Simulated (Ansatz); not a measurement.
**CBrCl3: basis-set convergence**

One table from this session's results is given with a row withheld; the runs are named, their logs left out.

Program: Ansatz 0.2.0, Gaussian basis. Level of theory: one geometry, several basis sets. These are calculated values, not measurements.

The runs, in order: PBE0-D4/def2-SVP; ωB97M-V/def2-SVP; PBE0-D4/def2-QZVPP; ωB97M-V/def2-QZVPP; the functionals' def2-TZVPP values are taken from earlier runs.

### Structure used throughout

The geometry comes from an earlier relaxation with PBE0-D4 in a triple-zeta def2 set; it is a stationary point.

SMILES `ClC(Cl)(Cl)Br`, 5 atoms, charge 0, spin multiplicity 1.

Atoms are counted from 1 here; the program's logs count them from 0.

Bond lengths: Cl1–C2 1.759 Å, C2–Cl3 1.759 Å, C2–Cl4 1.759 Å, C2–Br5 1.945 Å. Angles: Cl1–C2–Cl3 109.7°, Cl1–C2–Cl4 109.7°, Cl1–C2–Br5 109.3°, Cl3–C2–Cl4 109.7°, Cl3–C2–Br5 109.3°, Cl4–C2–Br5 109.3°.

Geometry (Å):

```xyz
5
CBrCl3
Cl    0.19730   -0.50910    1.68402
C    -0.01456   -0.04624    0.00024
Cl   -1.68539    0.42819   -0.27812
Cl    0.39841   -1.40089   -1.04312
Br    1.15414    1.45443   -0.40433
```

The first run:

Input file in.yaml:

```yaml
crystal:
  periodic: [false, false, false]
  atoms:
    - {symbol: Cl, position_ang: [0.197298, -0.509097, 1.684017]}
    - {symbol: C, position_ang: [-0.014565, -0.046239, 0.000244]}
    - {symbol: Cl, position_ang: [-1.685386, 0.428194, -0.278117]}
    - {symbol: Cl, position_ang: [0.398407, -1.400887, -1.043115]}
    - {symbol: Br, position_ang: [1.154145, 1.454428, -0.404328]}
basis:
  gaussian: {orbitals: def2-SVP}
hamiltonian: {xc: pbe0, dispersion: d4}
output: {orbitals: {seedname: orbitals}}
```

Launch:

```console
$ ansatz run in.yaml --threads 4 --pin off --events-out ev --progress --plain --max-ram 10444MiB
```

Steps of the session up to this table: PBE0-D4 in def2-SVP; ωB97M-V in def2-SVP; PBE0-D4 in def2-QZVPP; ωB97M-V in def2-QZVPP.

One table of the session follows, with a row left open; its other results are not shown here.

It belongs to the step «Functionals by basis». 

```
functional       basis  HOMO (eV)
   PBE0-D4    def2-SVP      -8.49
   PBE0-D4  def2-TZVPP      -8.61
   PBE0-D4  def2-QZVPP      -8.64
   ωB97M-V    def2-SVP     -10.69
   ωB97M-V  def2-TZVPP     -10.85
   ωB97M-V  def2-QZVPP          ?
```

**Question.** Estimate the row for ωB97M-V, def2-QZVPP.

The run gave: HOMO (eV): -10.89. In the column «HOMO (eV)» it is the lowest.
